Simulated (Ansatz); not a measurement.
Runs of Ansatz 0.2.0 on BiTe. It takes space group Fm-3m (No. 225, cubic). The conventional cell has a = 6.470 Å, b = 6.470 Å, c = 6.470 Å, α = 90.00°, β = 90.00°, γ = 90.00°. Around Bi (site symmetry m-3m) lie 6 Te at 3.23 Å. Te (site symmetry m-3m) is surrounded by 6 Bi at 3.23 Å. 

| task | level | cell | k mesh | cutoff (eV) | target pressure (GPa) | share of exact exchange | mesh quality | gap on the mesh (eV) | pressure (GPa) |
| --- | --- | --- | --- | --- | --- | --- | --- | --- | --- |
| relaxation of cell and atoms | r2SCAN | relaxed to 30 GPa | 7 × 7 × 7 | 500 | 30 | - | not flagged | none | 30.0 |
| single point | HSE06 form with a typed share of exact exchange | as given | 4 × 4 × 4 | 420 | - | 0.15 | coarse | none | -0.5 |
| relaxation of cell and atoms | r2SCAN | relaxed to 5 GPa | 7 × 7 × 7 | 500 | 5 | - | not flagged | none | 5.0 |
| relaxation of cell and atoms | r2SCAN | relaxed to 20 GPa | 7 × 7 × 7 | 500 | 20 | - | not flagged | none | 20.0 |
| single point | HSE06 form with a typed share of exact exchange | as given | 4 × 4 × 4 | 420 | - | 0.35 | coarse | none | (a) |

Alike in all rows: potentials or basis Ansatz PAW; no spin polarisation; smearing fermi-dirac 0.05 eV.

**Question.** Fill in the values left out.

**Answer.** (a) -2.0.

Caveats: some runs use coarse meshes; spin-orbit coupling is left out, which moves the levels of the heavy elements; the PAW data sets come from PBE, with cores solved anew for the run's functional, which leaves a small shift of forces and pressure; the plane-wave basis is chosen anew once the cell has moved, so the energies of steps on either side of that aren't comparable (some runs); the thresholds are loose for stress (some runs).

A k mesh can miss the band edges, and the runs leave out spin-orbit coupling on Bi, Te.

A gap of «none» marks a metal or a gap under the smearing width.
